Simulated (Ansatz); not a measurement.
The system is Sn3Se.

```
Sn Se
1.0
     4.74188    0.00000    0.00000
     0.00000    4.74188    0.00000
     0.00000    0.00000    4.74188
Sn Se
3 1
Direct
  0.50000 0.50000 0.00000
  0.50000 0.00000 0.50000
  0.00000 0.50000 0.50000
  0.00000 0.00000 0.00000
```

The cell comes from a database or a generator and needn't be the stable form of this composition.

- Program: Ansatz 0.2.0
- Task: single point
- Functional: PBEsol
- Potentials or basis: Ansatz PAW
- Cutoff: 420 eV (not typed: the program's choice for these potentials)
- k mesh: 6 × 6 × 6
- Occupations: fermi-dirac, width 0.05 eV
- Spin: no spin polarisation

On this cell: pressure -2.6 GPa; largest force zero by symmetry; band gap on the k mesh none (metal or under the smearing width).

The same run follows on a disturbed copy (atoms moved at random, drawn with an rms of 0.05 Å):

```xyz
4
Lattice="4.7419 0.0000 0.0000 0.0000 4.7419 0.0000 0.0000 0.0000 4.7419" Properties=species:S:1:pos:R:3 pbc="T T T"
Sn    2.3889    2.3899   -0.0090
Sn    2.4241   -0.0397    2.3660
Sn    0.0198    2.4158    2.4279
Se    0.0227   -0.0365   -0.0013
```

What does the disturbed cell give?

The energy (extrapolated to zero smearing) moves by +0.9 meV/atom; pressure -2.6 GPa; largest force 0.149 eV/Å; band gap on the k mesh none (metal or under the smearing width).

Forces in eV/Å, atoms in the order of the input:
```
Sn  -0.038 -0.087  0.062
Sn   0.001  0.128 -0.076
Sn   0.032 -0.059  0.002
Se   0.005  0.018  0.012
```

Caveats: the PAW data sets come from PBE, with cores solved anew for the run's functional, which leaves a small shift of forces and pressure.
